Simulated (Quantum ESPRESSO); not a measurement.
# KBr in Quantum ESPRESSO: single point with PBE

Aim: the single point of KBr with PBE.

All numbers are computed with Quantum ESPRESSO 7.5; they aren't measurements. Logs are shortened: lines on timing, memory, paths and dates and some standing lists are left out, and cuts for length are marked.

## Step 1: The undisturbed molecule

The cell holds a molecule in a box, 2 atoms: a = 12.000 Å, b = 10.000 Å, c = 11.000 Å, α = 90.00°, β = 90.00°, γ = 90.00°.

## Step 2: Single point, PBE (atoms moved at random, drawn with an rms of 0.05 Å)

pw.in

```
&CONTROL
  calculation = 'scf'
  prefix = 'pwscf'
  outdir = './tmp'
  pseudo_dir = './pseudo'
  tprnfor = .true.
  disk_io = 'nowf'
/
&SYSTEM
  ibrav = 0
  nat = 2
  ntyp = 2
  ecutwfc = 74
  nbnd = 14
  occupations = 'smearing'
  smearing = 'fd'
  degauss = 0.00367493
/
&ELECTRONS
  conv_thr = 4d-10
  electron_maxstep = 120
  mixing_beta = 0.5
/
ATOMIC_SPECIES
K     39.0983 K.upf
Br    79.9040 Br.upf
CELL_PARAMETERS angstrom
  12.0000000000    0.0000000000    0.0000000000
   0.0000000000   10.0000000000    0.0000000000
   0.0000000000    0.0000000000   11.0000000000
ATOMIC_POSITIONS crystal
K      0.5984130000    0.4631230000    0.5584900000
Br     0.3983100000    0.5431330000    0.4449480000
K_POINTS gamma
```

Potentials or basis: PseudoDojo 0.4.1 SR PBE standard.

Command:

```bash
$ OMP_NUM_THREADS=1 pw.x -in pw.in > pw.out
```

pw.out:

```text
This program is part of the open-source Quantum ESPRESSO suite
     for quantum simulation of materials; please cite
         "P. Giannozzi et al., J. Phys.:Condens. Matter 21 395502 (2009);
         "P. Giannozzi et al., J. Phys.:Condens. Matter 29 465901 (2017);
         "P. Giannozzi et al., J. Chem. Phys. 152 154105 (2020);
     in publications or presentations arising from this work. More details at

     gamma-point specific algorithms are used

     G-vector sticks info
     --------------------
     sticks:   dense  smooth     PW     G-vecs:    dense   smooth      PW
     Sum       10083   10083   2525               765951   765951   95785

     Using Slab Decomposition

     bravais-lattice index     =            0
     lattice parameter (alat)  =      22.6767  a.u.
     unit-cell volume          =    8907.8015 (a.u.)^3
     number of atoms/cell      =            2
     number of atomic types    =            2
     number of electrons       =        16.00
     number of Kohn-Sham states=           14
     kinetic-energy cutoff     =      74.0000  Ry
     charge density cutoff     =     296.0000  Ry
     scf convergence threshold =      4.0E-10
     mixing beta               =       0.5000
     number of iterations used =            8  plain     mixing
     Exchange-correlation= PBE
                           (   1   4   3   4   0   0   0)

     celldm(1)=  22.676713  celldm(2)=   0.000000  celldm(3)=   0.000000
     celldm(4)=   0.000000  celldm(5)=   0.000000  celldm(6)=   0.000000

     crystal axes: (cart. coord. in units of alat)
               a(1) = (   1.000000   0.000000   0.000000 )
               a(2) = (   0.000000   0.833333   0.000000 )
               a(3) = (   0.000000   0.000000   0.916667 )

     reciprocal axes: (cart. coord. in units 2 pi/alat)
               b(1) = (  1.000000  0.000000  0.000000 )
               b(2) = (  0.000000  1.200000  0.000000 )
               b(3) = (  0.000000  0.000000  1.090909 )

     PseudoPot. # 1 for K  read from file:
     K.upf
     Pseudo is Norm-conserving + core correction, Zval =  9.0
     Generated using ONCVPSP code by D. R. Hamann
     Using radial grid of 2222 points,  6 beta functions with:
                l(1) =   0
                l(2) =   0
                l(3) =   1
                l(4) =   1
                l(5) =   2
                l(6) =   2

     PseudoPot. # 2 for Br read from file:
     Br.upf
     Pseudo is Norm-conserving + core correction, Zval =  7.0
     Generated using ONCVPSP code by D. R. Hamann
     Using radial grid of 1098 points,  6 beta functions with:
                l(1) =   0
                l(2) =   0
                l(3) =   1
                l(4) =   1
                l(5) =   2
                l(6) =   2

     atomic species   valence    mass     pseudopotential
     K                 9.00    39.09830     K ( 1.00)
     Br                7.00    79.90400     Br( 1.00)

     No symmetry found

   Cartesian axes

     site n.     atom                  positions (alat units)
         1        K      tau(   1) = (   0.5984130   0.3859358   0.5119492  )
         2        Br     tau(   2) = (   0.3983100   0.4526108   0.4078690  )

     number of k points=     1  Fermi-Dirac smearing, width (Ry)=  0.0037
                       cart. coord. in units 2pi/alat
        k(    1) = (   0.0000000   0.0000000   0.0000000), wk =   2.0000000

     Dense  grid:   382976 G-vectors     FFT dimensions: ( 125, 108, 120)

     Initial potential from superposition of free atoms

     starting charge      15.9807, renormalised to      16.0000

     negative rho (up, down):  2.290E-04 0.000E+00
     Starting wfcs are    9 randomized atomic wfcs +    5 random wfcs

     Self-consistent Calculation

     iteration #  1     ecut=    74.00 Ry     beta= 0.50
     Davidson diagonalization with overlap
     ethr =  1.00E-02,  avg # of iterations =  9.0

     negative rho (up, down):  9.356E-05 0.000E+00

     total energy              =     -91.65933282 Ry
     estimated scf accuracy    <       0.23984672 Ry

     iteration #  2     ecut=    74.00 Ry     beta= 0.50
     Davidson diagonalization with overlap
     ethr =  1.50E-03,  avg # of iterations =  7.0

     negative rho (up, down):  2.299E-05 0.000E+00

     total energy              =     -91.70234471 Ry
     estimated scf accuracy    <       0.02052051 Ry

     iteration #  3     ecut=    74.00 Ry     beta= 0.50
     Davidson diagonalization with overlap
     ethr =  1.28E-04,  avg # of iterations = 15.0

     negative rho (up, down):  8.826E-07 0.000E+00

     total energy              =     -91.70396692 Ry
     estimated scf accuracy    <       0.00430888 Ry

     iteration #  4     ecut=    74.00 Ry     beta= 0.50
     Davidson diagonalization with overlap
     ethr =  2.69E-05,  avg # of iterations =  7.0

     negative rho (up, down):  1.675E-08 0.000E+00

     total energy              =     -91.70437946 Ry
     estimated scf accuracy    <       0.00013021 Ry

     iteration #  5     ecut=    74.00 Ry     beta= 0.50
     Davidson diagonalization with overlap
     ethr =  8.14E-07,  avg # of iterations = 15.0

     total energy              =     -91.70441676 Ry
     estimated scf accuracy    <       0.00002504 Ry

     iteration #  6     ecut=    74.00 Ry     beta= 0.50
     Davidson diagonalization with overlap
     ethr =  1.57E-07,  avg # of iterations =  3.0

     total energy              =     -91.70442592 Ry
     estimated scf accuracy    <       0.00001197 Ry

     iteration #  7     ecut=    74.00 Ry     beta= 0.50
     Davidson diagonalization with overlap
     ethr =  7.48E-08,  avg # of iterations =  2.0

     total energy              =     -91.70442647 Ry
     estimated scf accuracy    <       0.00000124 Ry

     iteration #  8     ecut=    74.00 Ry     beta= 0.50
     Davidson diagonalization with overlap
     ethr =  7.77E-09,  avg # of iterations =  4.0

     total energy              =     -91.70442714 Ry
     estimated scf accuracy    <       0.00000026 Ry

     iteration #  9     ecut=    74.00 Ry     beta= 0.50
     Davidson diagonalization with overlap
     ethr =  1.65E-09,  avg # of iterations =  2.0

     total energy              =     -91.70442713 Ry
     estimated scf accuracy    <       0.00000005 Ry

     iteration # 10     ecut=    74.00 Ry     beta= 0.50
     Davidson diagonalization with overlap
     ethr =  2.95E-10,  avg # of iterations =  3.0

     total energy              =     -91.70442715 Ry
     estimated scf accuracy    <          2.3E-09 Ry

     iteration # 11     ecut=    74.00 Ry     beta= 0.50
     Davidson diagonalization with overlap
     ethr =  1.45E-11,  avg # of iterations =  5.0

     total energy              =     -91.70442715 Ry
     estimated scf accuracy    <          2.6E-09 Ry

     iteration # 12     ecut=    74.00 Ry     beta= 0.50
     Davidson diagonalization with overlap
     ethr =  1.45E-11,  avg # of iterations =  2.0

     End of self-consistent calculation

          k = 0.0000 0.0000 0.0000 ( 47893 PWs)   bands (ev):

   -35.0429 -18.5672 -18.5661 -18.5470 -16.1288  -4.6672  -4.3954  -4.3912
    -1.3863   0.3128   0.3590   0.4235   0.5834   0.8970

     the Fermi energy is    -2.6433 ev

!    total energy              =     -91.70442715 Ry
     estimated scf accuracy    <          1.8E-11 Ry
     smearing contrib. (-TS)   =      -0.00000000 Ry
     internal energy E=F+TS    =     -91.70442715 Ry

     The total energy is F=E-TS. E is the sum of the following terms:
     one-electron contribution =    -117.52197093 Ry
     hartree contribution      =      59.49760799 Ry
     xc contribution           =     -23.17977724 Ry
     ewald contribution        =     -10.50028697 Ry

     convergence has been achieved in  12 iterations

     Forces acting on atoms (cartesian axes, Ry/au):

     atom    1 type  1   force =     0.00166887   -0.00108073    0.00117989
     atom    2 type  2   force =    -0.00166887    0.00108073   -0.00117989

     Total force =     0.003270     Total SCF correction =     0.000008

=------------------------------------------------------------------------------=
   JOB DONE.
=------------------------------------------------------------------------------=
```

Run time: 29 s. Hardware: 1 thread of Arm Neoverse V1, shared host; peak memory 0.53 GiB.

What came out:

```yaml
Free_energy: -1247.7023 eV
Largest_force: 0.059 eV/Å
Gap_between_the_frontier_levels: 3.00 eV
```

Forces in eV/Å, atoms in the order of the input:
```
K    0.043 -0.028  0.030
Br  -0.043  0.028 -0.030
```

Caveat: this is a molecule in a periodic box, so the gap is that between its Kohn-Sham HOMO and LUMO and the box isn't a crystal.
